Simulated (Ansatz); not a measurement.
**NaLiSe2: one candidate of a structure search**

Where does this trial cell of NaLiSe2 go when cell and atoms are let free?

Program: Ansatz 0.2.0. Level of theory: DFT PBE, scalar-relativistic, plane waves, PAW. These are calculated values, not measurements.

## (1) The starting structure

Symmetry: Pmma, No. 51, orthorhombic system. The conventional cell has a = 4.890 Å, b = 3.458 Å, c = 9.780 Å, α = 90.00°, β = 90.00°, γ = 90.00°. Na (site symmetry mm2) has 8 Se at 2.99 Å in its first shell of neighbours. Li (site symmetry mm2) is surrounded by 8 Se at 2.99 Å. Around Se (site symmetry mm2) lie 6 Na at 2.99 Å and 2 Li at 2.99 Å. Around Se (site symmetry mm2) lie 6 Li at 2.99 Å and 2 Na at 2.99 Å.

As a file:

```xyz
8
Lattice="4.8900 0.0000 0.0000 0.0000 3.4578 0.0000 0.0000 0.0000 9.7800" Properties=species:S:1:pos:R:3 pbc="T T T"
Na    3.6675    0.0000    8.5575
Na    1.2225    0.0000    1.2225
Li    3.6675    0.0000    3.6675
Li    1.2225    0.0000    6.1125
Se    1.2225    1.7289    8.5575
Se    3.6675    1.7289    1.2225
Se    1.2225    1.7289    3.6675
Se    3.6675    1.7289    6.1125
```

A structure generator made this guess: ordered mixture on the cation sites of caesium chloride (Pmma, No. 51). Its size is a rough estimate.

## (2) A first look at the guess

input.yaml reads:

```yaml
crystal:
  lattice:
    - [4.88999802, 0.0, 0.0]
    - [0.0, 3.45775076, 0.0]
    - [0.0, 0.0, 9.77999605]
  atoms:
    - { symbol: Na, position: [0.75, 0.0, 0.875] }
    - { symbol: Na, position: [0.25, 0.0, 0.125] }
    - { symbol: Li, position: [0.75, 0.0, 0.375] }
    - { symbol: Li, position: [0.25, 0.0, 0.625] }
    - { symbol: Se, position: [0.25, 0.5, 0.875] }
    - { symbol: Se, position: [0.75, 0.5, 0.125] }
    - { symbol: Se, position: [0.25, 0.5, 0.375] }
    - { symbol: Se, position: [0.75, 0.5, 0.625] }
basis:
  ecutwfc: 420
kpoints:
  mp_grid: { grid: [4, 6, 2] }
hamiltonian:
  xc: pbe
scf:
  occupations: { method: gaussian, width: 0.1 }
  lower_state_search: "off"
output:
  forces: true
  stress: true
  eigenvalues: true
```

Command:

```
ansatz run input.yaml --threads 1 --pin off --max-ram 2560MiB --backend cpu --events-out ev --progress --plain --runs-dir out
```

Further runs follow: coarse relaxation; final relaxation.

What does the calculation give? Wanted: conventional cell; volume; energy over the elements; gap on the mesh.

**Answer**, as computed:

| quantity | value |
| --- | --- |
| symmetry at the end (tolerance 0.05 Å) | space group Pmma (No. 51) |
| conventional cell | a = 4.887 Å, b = 3.283 Å, c = 11.024 Å, α = 90.00°, β = 90.00°, γ = 90.00° |
| volume | 22.10 Å³/atom |
| energy over the elements | -0.77 eV/atom |
| gap on the mesh | none (metal) |

The space group Pmma (No. 51) is kept, and the volume per atom grows by 6.9 % from the first guess. A negative formation energy is needed for stability but isn't enough; other structures and compounds were not set against it here. No finished test with a distortion of lower symmetry is shown, so the end may be a saddle point. The final runs have no spin polarisation, so a magnetic state may lie lower.
